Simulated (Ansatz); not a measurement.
# BrH₂NSi: basis-set convergence

An exercise on one series of results from a longer session: the logs are not shown, and one member is left open.

Program: Ansatz 0.2.0, Gaussian basis. Level of theory: one geometry, several basis sets. These are calculated values, not measurements.

The runs, in order: PBE0-D4/def2-SVP; ωB97M-V/def2-SVP; PBE0-D4/def2-QZVPP; ωB97M-V/def2-QZVPP; the functionals' def2-TZVPP values are taken from earlier runs.

## Structure used throughout

The geometry comes from an earlier relaxation with PBE0-D4 in a triple-zeta def2 set; it is a stationary point.

SMILES `N[Si]Br`, 5 atoms, charge 0, spin multiplicity 1.

Atoms are counted from 1 here; the program's logs count them from 0.

Bond lengths: N1–Si2 1.700 Å, N1–H4 1.009 Å, N1–H5 1.009 Å, Si2–Br3 2.280 Å. Angles: Si2–N1–H4 126.2°, Si2–N1–H5 120.8°, H4–N1–H5 113.0°, N1–Si2–Br3 98.2°.

Set-up of the first run:

in.yaml

```yaml
crystal:
  periodic: [false, false, false]
  atoms:
    - {symbol: N, position_ang: [-0.473475, 0.240735, -0.418136]}
    - {symbol: Si, position_ang: [-0.221807, -1.071876, 0.632688]}
    - {symbol: Br, position_ang: [1.905488, -0.565898, 1.279005]}
    - {symbol: H, position_ang: [0.188317, 0.974134, -0.625704]}
    - {symbol: H, position_ang: [-1.348623, 0.349305, -0.909253]}
basis:
  gaussian: {orbitals: def2-SVP}
hamiltonian: {xc: pbe0, dispersion: d4}
output: {orbitals: {seedname: orbitals}}
```

On the command line:

```console
$ ansatz run in.yaml --threads 4 --pin off --events-out ev --progress --plain --max-ram 10444MiB
```

Among the steps run: PBE0-D4 in def2-SVP; ωB97M-V in def2-SVP; PBE0-D4 in def2-QZVPP; ωB97M-V in def2-QZVPP.

One of the session's tables, all rows but one given; the rest of the session is left out.

It belongs to the step «Density functionals: the series». 

```
functional       basis  HOMO (eV)  LUMO (eV)
   PBE0-D4    def2-SVP      -6.96      -1.53
   PBE0-D4  def2-TZVPP      -7.08      -1.68
   PBE0-D4  def2-QZVPP          ?          ?
   ωB97M-V    def2-SVP      -8.99       0.55
   ωB97M-V  def2-TZVPP      -9.14       0.30
   ωB97M-V  def2-QZVPP      -9.18       0.19
```

Q: Estimate the row for PBE0-D4, def2-QZVPP from the others.

The run gave: HOMO (eV): -7.11; LUMO (eV): -1.74. In the column «HOMO (eV)» it lies between ωB97M-V, def2-SVP (-8.99) and PBE0-D4, def2-TZVPP (-7.08).
